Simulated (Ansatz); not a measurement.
# BHF₂ + H₂S: a complex and its separated parts

Aim: how far the complex at one end of a reaction step lies below its separated, relaxed parts, level by level.

Computed with Ansatz 0.2.0, Gaussian basis. Level: PBE0-D4/def2-TZVP structures, single points in def2-TZVPP, no counterpoise correction.

Levels: SPW92, PBE-D4, BLYP-D4, r2SCAN-D4, B97M-V, PBE0-D4, B3LYP-D4, r2SCAN0-D4, BHLYP-D4, CAM-B3LYP-D4, wB97X-V, wB97M-V, B2PLYP, PBE-QIDH, RPA on PBE, Hartree-Fock, MP2, CCSD, CCSD(T).

Correlated methods freeze the cores. B3LYP uses VWN-RPA correlation. B2PLYP carries no dispersion term here.

**1. The starting structure**

The complex: 7 atoms, charge 0, spin multiplicity 1.

Atoms are counted from 1 here; the program's logs count them from 0.

Bond lengths: B1–F3 1.318 Å, B1–F4 1.321 Å, B1–H6 1.192 Å, S2–H5 1.342 Å, S2–H7 1.342 Å. Angles: F3–B1–F4 117.8°, F3–B1–H6 120.9°, F4–B1–H6 120.7°, H5–S2–H7 92.5°.

Coordinates:

```xyz
7

B    -1.2069   -0.4250    0.2282
S     1.4529    0.3804   -0.8309
F    -1.5529   -1.1252   -0.8332
F    -1.6184    0.8282    0.3003
H     2.1956   -0.2340    0.1027
H    -0.6818   -0.9474    1.1616
H     1.4113    1.5232   -0.1287
```

Its parts: BHF₂ holds atoms 1, 3, 4, 6; H₂S holds atoms 2, 5, 7. Each part counts its atoms afresh in its own runs.

**2. Relaxing BHF₂ alone**

relax-a/in.yaml

```yaml
crystal:
  periodic: [false, false, false]
  atoms:
    - {symbol: B, position_ang: [-1.206908, -0.424962, 0.228201]}
    - {symbol: F, position_ang: [-1.552890, -1.125236, -0.833218]}
    - {symbol: F, position_ang: [-1.618376, 0.828151, 0.300335]}
    - {symbol: H, position_ang: [-0.681784, -0.947396, 1.161556]}
basis:
  gaussian: {orbitals: def2-TZVP}
hamiltonian: {xc: pbe0, dispersion: d4}
relax: {f_tol: 0.005, max_steps: 200}
```

No record of the launch command was kept for these runs.

The runs that follow: Relaxing H₂S alone; wB97M-V/def2-TZVPP; CCSD(T)/def2-TZVPP; Vibrations of BHF₂; Vibrations of H₂S.

Before running it: what results should come out? Wanted: complex less parts, CCSD(T)/def2-TZVPP; with zero-point energy; largest T1 diagnostic.

As calculated:

```
                              quantity         value
complex less parts, CCSD(T)/def2-TZVPP  -10.1 kJ/mol
                with zero-point energy   -5.5 kJ/mol
                 largest T1 diagnostic         0.013
```

**Reading.** At CCSD(T) the complex lies 10.1 kJ/mol below its parts. PBE-QIDH is the best functional here (-0.3 kJ/mol from CCSD(T)); SPW92 is the worst (-14.2 kJ/mol). By rung, the mean size of the error is: LDA 14.2, GGA 4.4, meta-GGA 3.4, hybrid 3.3, range-separated hybrid 2.3, double hybrid 1.6 kJ/mol. PBE-D4 gives a relative energy 5.7 kJ/mol too low, an error of 56 % of the reference. The complex's frequency run has imaginary modes: the structure is no minimum, so both the energy and the zero-point correction are in doubt. No counterpoise was applied, and triple zeta lacks some correlation, so the CCSD(T) reference has a basis error of its own, and close matches with it are partly luck.
